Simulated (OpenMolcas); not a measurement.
# InPH6 (SMILES [PH3+][InH3-]) at 6 levels

Aim: a comparison of 6 runs (HF/3-21G, B2PLYP/def2-SVP, M06-2X/def2-SVP, TPSS/def2-SVP, revPBE/def2-SVP, MP2/def2-SVP) of InPH6. 

Program for the calculation: OpenMolcas 26.06.

## Step 1: The system as given

InPH6: 8 atoms, total charge 0, spin state singlet. As SMILES, `[PH3+][InH3-]`. The shape is that of a PBE0-D4/def2-TZVP optimisation.

Bond lengths: P1–In2 2.782 Å, P1–H3 1.411 Å, P1–H4 1.411 Å, P1–H5 1.411 Å, In2–H6 1.731 Å, In2–H7 1.731 Å, In2–H8 1.731 Å. Some angles: P1–In2–H6 95.3°, P1–In2–H7 95.1°, P1–In2–H8 95.2°, In2–P1–H3 119.8°, In2–P1–H4 119.6°, In2–P1–H5 119.7°, H6–In2–H7 119.2°, H6–In2–H8 119.2°, H7–In2–H8 119.2°, H3–P1–H4 97.6°.

## Step 2: Energy and gradient at HF/3-21G (run 1)

mol.input

```
* H6InP Hartree-Fock
>>> EXPORT MOLCAS_PRINT=2
&GATEWAY
BasLib
$CurrDir
Coord
8
angstrom
P       -0.593300       0.062600      -1.026600
In       0.822000      -0.099900       1.362800
H       -1.997500      -0.077200      -1.021800
H       -0.318900      -0.855700      -2.062100
H       -0.526800       1.240500      -1.800800
H        0.023300       1.240800       2.111900
H        2.376100       0.140700       0.638900
H        0.307400      -1.708800       1.741800
Basis
3-21G
Group
NoSym
&SEWARD
&SCF
Thresholds
1e-10 1e-07 1e-07 1e-05
PrOrbitals
1 1
&ALASKA
```

The basis set 3-21G is read from a file made from the Basis Set Exchange's data (not shown).

The run is started by

```
$ export MOLCAS_MEM=1860
$ pymolcas mol.input > mol.log
```

The program printed:

```text
--- Start Module: gateway ---
[...]
--- Stop Module: gateway /rc=_RC_ALL_IS_WELL_ ---
[...]
      Basis functions           56
[...]
--- Start Module: scf ---
[...]
       Convergence after  11 Iterations
[...]
::    Total SCF energy                              -6057.1359317749
[...]
      Total spin, S                                     0.0000000000
[...]
      Total electronic charge=   70.000000
      Total            charge=   -0.000000
[...]
      Dipole Moment (debye):
      Origin of the operator (angstrom)=    0.4998   -0.0629    0.8188
                   X= -2.0808E+00               Y=  2.3787E-01               Z= -3.5120E+00           Total=  4.0891E+00
      Quadrupole Moment (debye*angstrom):
[...]
--- Stop Module: scf /rc=_RC_ALL_IS_WELL_ ---
--- Start Module: alaska ---
[...]
 *              Molecular gradients               *
 **************************************************
  Irreducible representation: a
 ------------------------------------------------------------------------------------------
                              X                       Y                       Z
 ------------------------------------------------------------------------------------------
  P1                9.52226873511108E-03   -1.10262091808710E-03    1.60521752145257E-02
  IN2              -2.49118205839238E-03    2.82559975588681E-04   -4.19910706521165E-03
  H3                3.94267510714919E-04    4.20621610085159E-04   -3.03623944864273E-03
  H4               -2.19924670270011E-03    1.66966348252906E-03   -1.34124195094731E-03
  H5               -1.88809493227804E-03   -1.63754701720187E-03   -1.81954972766540E-03
  H6                5.66365940947966E-03   -1.02790103613284E-02   -6.62772912963483E-03
  H7               -1.24663847387856E-02   -1.78974611165095E-03    4.72417484302889E-03
  H8                3.46471277685945E-03    1.24360793400413E-02   -3.75248273546536E-03
[...]
--- Stop Module: alaska /rc=_RC_ALL_IS_WELL_ ---
[...]
```

It took 3.3 s on 1 thread of Intel Xeon Platinum 8488C (Sapphire Rapids), shared host; peak memory 0.39 GiB.

## Step 3: The energy at B2PLYP/def2-SVP (core potential) (run 2)

mol.xyz

```xyz
8

P     -0.593300     0.062600    -1.026600
In     0.822000    -0.099900     1.362800
H     -1.997500    -0.077200    -1.021800
H     -0.318900    -0.855700    -2.062100
H     -0.526800     1.240500    -1.800800
H      0.023300     1.240800     2.111900
H      2.376100     0.140700     0.638900
H      0.307400    -1.708800     1.741800
```

run.inp

```
&GATEWAY
  BasLib = $CurrDir
  Coord = mol.xyz
  Basis = def2-SVP
  Group = NoSym

&SEWARD
  GridInput
  Grid=UltraFine
  End of Grid

&SCF
  KSDFT = B2PLYP_SCF
  Thresholds = 1e-10 1e-07 1e-07 1e-05
  PrOrbitals = 1 1

&MBPT2
  Frozen = 9
```

The basis set def2-SVP is read from a file made from the Basis Set Exchange's data (not shown).

The run is started by

```
$ export MOLCAS_MEM=1860
$ pymolcas run.inp > run.log
```

The program printed:

```text
--- Start Module: gateway ---
[...]
--- Stop Module: gateway /rc=_RC_ALL_IS_WELL_ ---
[...]
      Basis functions           74
[...]
--- Start Module: scf ---
[...]
       Convergence after  11 Iterations
[...]
::    Total KS-DFT energy                            -534.4178174669
[...]
      Total spin, S                                     0.0000000000
[...]
      Total electronic charge=   42.000000
      Total            charge=   -0.000000
[...]
      Dipole Moment (debye):
      Origin of the operator (angstrom)=    0.4998   -0.0629    0.8188
                   X= -2.0284E+00               Y=  2.3209E-01               Z= -3.4240E+00           Total=  3.9865E+00
      Quadrupole Moment (debye*angstrom):
[...]
--- Stop Module: scf /rc=_RC_ALL_IS_WELL_ ---
[...]
--- Start Module: mbpt2 ---
[...]
 ###    WARNING: MP2 implementation intended for RHF references only         ###
 ###############################################################################
MBPT2 WARNING: Reference function according to RunFile:KS-DFT
I'll assume you know what you're doing and continue
WARNING!
Default frozen orbitals as non valence orbitals is overwritten by user input.
Default values:   5
[...]
       Reference weight ( Cref**2 )         =        0.85502
::    Total MBPT2 energy                             -534.7203418184
[...]
      Total MBPT2 calculations                           0.16      0.17
--- Stop Module: mbpt2 /rc=_RC_ALL_IS_WELL_ ---
[...]
```

Run time: 14 s. Hardware: 1 thread of Intel Xeon Platinum 8488C (Sapphire Rapids), shared host; peak memory 0.43 GiB.

Runs 3 to 5 aren't shown in full; the table further down has their settings and results.

## Step 4: The energy at MP2/def2-SVP (core potential) (run 6)

input.xyz

```xyz
8

P     -0.593300     0.062600    -1.026600
In     0.822000    -0.099900     1.362800
H     -1.997500    -0.077200    -1.021800
H     -0.318900    -0.855700    -2.062100
H     -0.526800     1.240500    -1.800800
H      0.023300     1.240800     2.111900
H      2.376100     0.140700     0.638900
H      0.307400    -1.708800     1.741800
```

run.inp

```
>>> EXPORT MOLCAS_PRINT=2

&gateway
 baslib=$CurrDir
 coord=input.xyz
 basis=def2-SVP
 group=NoSym

&seward

&scf
 thresholds=1e-10 1e-07 1e-07 1e-05
 prorbitals=1 1

&mbpt2
 frozen=9
```

The basis set def2-SVP is read from a file made from the Basis Set Exchange's data (not shown).

The run is started by

```
$ export MOLCAS_MEM=1860
$ pymolcas run.inp > run.log
```

The program printed:

```text
--- Start Module: gateway ---
[...]
--- Stop Module: gateway /rc=_RC_ALL_IS_WELL_ ---
[...]
      Basis functions           74
[...]
--- Start Module: scf ---
[...]
       Convergence after  11 Iterations
[...]
::    Total SCF energy                               -533.2790409810
[...]
      Total spin, S                                     0.0000000000
[...]
      Total electronic charge=   42.000000
      Total            charge=   -0.000000
[...]
      Dipole Moment (debye):
      Origin of the operator (angstrom)=    0.4998   -0.0629    0.8188
                   X= -2.0451E+00               Y=  2.3407E-01               Z= -3.4514E+00           Total=  4.0187E+00
      Quadrupole Moment (debye*angstrom):
[...]
--- Stop Module: scf /rc=_RC_ALL_IS_WELL_ ---
[...]
--- Start Module: mbpt2 ---
[...]
WARNING!
Default frozen orbitals as non valence orbitals is overwritten by user input.
Default values:   5
[...]
       Reference weight ( Cref**2 )         =        0.90455
::    Total MBPT2 energy                             -533.5201865420
[...]
      Total MBPT2 calculations                           0.14      0.17
--- Stop Module: mbpt2 /rc=_RC_ALL_IS_WELL_ ---
[...]
```

It took 3.9 s on 1 thread of Intel Xeon Platinum 8488C (Sapphire Rapids), shared host; peak memory 0.43 GiB.

## Step 5: The series

| run | level | task | frozen core orbitals | energy (Eh) | dipole moment (D) of the reference | HOMO energy (eV) | LUMO energy (eV) | wall time |
| --- | --- | --- | --- | --- | --- | --- | --- | --- |
| 1 | HF/3-21G | gradient | – | -6057.135932 | 4.09 | -10.31 | 2.47 | 3.3 s |
| 2 | B2PLYP/def2-SVP (core potential) | energy | 9 | -534.499499 | 3.99 | -8.55 | 0.70 | 14 s |
| 3 | M06-2X/def2-SVP (core potential) | gradient | – | -534.821914 | 4.02 | -8.56 | 0.39 | 23 s |
| 4 | TPSS/def2-SVP (core potential) | gradient | – | -534.887769 | 3.98 | -6.53 | -0.77 | 27 s |
| 5 | revPBE/def2-SVP (core potential) | gradient | – | -534.908524 | 3.95 | -6.30 | -0.90 | 22 s |
| 6 | MP2/def2-SVP (core potential) | energy | 9 | -533.520187 | 4.02 | -10.37 | 2.32 | 3.9 s |

## Step 6: Results

| quantity | value |
| --- | --- |
| run 6: total energy | -533.52019 Eh |
| run 6: dipole moment (mean-field density) | 4.02 D |
| run 6: HOMO energy (Hartree–Fock orbitals) | -10.37 eV |
| run 6: LUMO energy (Hartree–Fock orbitals) | 2.32 eV |
| run 6: HOMO–LUMO gap (Hartree–Fock orbitals) | 12.69 eV |
| run 6: correlation energy (9 core orbitals frozen) | -241.1 mEh |

In words: Over runs 1, 2, 3, 4, 5 the dipole moment (its size) runs from 3.95 D (revPBE/def2-SVP) to 4.09 D (HF/3-21G). The two ends differ in method and basis and core potential. Over runs 1, 2, 3, 4, 5 the HOMO–LUMO gap runs from 5.39 eV (revPBE/def2-SVP) to 12.78 eV (HF/3-21G). For B2PLYP the log adds the whole second-order term; the table takes 0.27 of it, as the functional is defined. Totals of different functionals can't be ranked against each other. Some runs of one species differ in core potentials or relativity; totals across that change don't compare. In run 1 relativity is left out where basis or elements ask for it. All runs together took 93 s, the longest 27 s.
